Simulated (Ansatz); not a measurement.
# Al (Aluminum): the cost of one run

Program: Ansatz 0.2.0. Level of theory: DFT LDA, scalar-relativistic, plane waves, PAW. These are calculated values, not measurements.

## 1. Starting point

Symmetry: Fm-3m, No. 225, cubic system. Conventional cell: a = 3.984 Å, b = 3.984 Å, c = 3.984 Å, α = 90.00°, β = 90.00°, γ = 90.00°. Al (site symmetry m-3m) has 12 Al at 2.82 Å as nearest neighbours.

Coordinates:

```cif
data_structure
_symmetry_space_group_name_H-M 'P 1'
_symmetry_Int_Tables_number 1
_cell_length_a 2.8168
_cell_length_b 2.8168
_cell_length_c 2.8168
_cell_angle_alpha 60.000
_cell_angle_beta 60.000
_cell_angle_gamma 60.000
_cell_volume 15.80
loop_
_atom_site_label
_atom_site_type_symbol
_atom_site_fract_x
_atom_site_fract_y
_atom_site_fract_z
_atom_site_occupancy
Al1 Al 0.00000 0.00000 0.00000 1
```

It is the result of an earlier relaxation at this level (volume 15.80 Å³/atom; gap on the mesh: none (metal)).

## 2. Cutting the slab

Planes are indexed in the bulk's conventional cell (Fm-3m (No. 225)), a = 3.984 Å, b = 3.984 Å, c = 3.984 Å, α = 90.00°, β = 90.00°, γ = 90.00°.

A (111) slab, 6.9 Å thick as cut, with 17 Å of vacuum; its outer planes are Al (top) and Al (bottom).

The slab as cut. Its planes from the bottom up:

| plane | atoms per cell | height over the lowest (Å) |
| --- | --- | --- |
| 1 | Al | 0.00 |
| 2 | Al | 2.30 |
| 3 | Al | 4.60 |
| 4 | Al | 6.90 |

## 3. The clean surface, relaxed

Input file input.yaml:

```yaml
crystal:
  lattice:
    - [2.8168441069, 0.0, 0.0]
    - [-1.4084220535, 2.4394585551, 0.0]
    - [0.0, 0.0, 23.8998307469]
  atoms:
    - { symbol: Al, position: [0.6666666667, 0.3333333333, 0.3556510542] }
    - { symbol: Al, position: [0.3333333333, 0.6666666667, 0.4518836847] }
    - { symbol: Al, position: [0.0, 0.0, 0.5481163153] }
    - { symbol: Al, position: [0.6666666667, 0.3333333333, 0.6443489458] }
basis:
  ecutwfc: 420
kpoints:
  mp_grid: { grid: [12, 12, 1] }
hamiltonian:
  xc: lda
scf:
  occupations: { method: gaussian, width: 0.1 }
output:
  forces: true
  eigenvalues: true
  write_density: true
  write_potential: true
  elf: true
  volumetric_format: npy
relax:
  adjacent_minimum: "off"
  f_tol: 0.03
  max_steps: 70
  constraints: [{ sites: [0, 1] }]
efield:
  axis: 3
  dipole_correction: true
```

Run with:

```
$ ansatz run input.yaml --threads 1 --pin off --max-ram 2560MiB --backend cpu --events-out ev --progress --plain --runs-dir out
```

What time and memory should one allow on 1 thread of Arm Neoverse V1, shared host?

About 10 s, with a peak of 0.31 GiB.
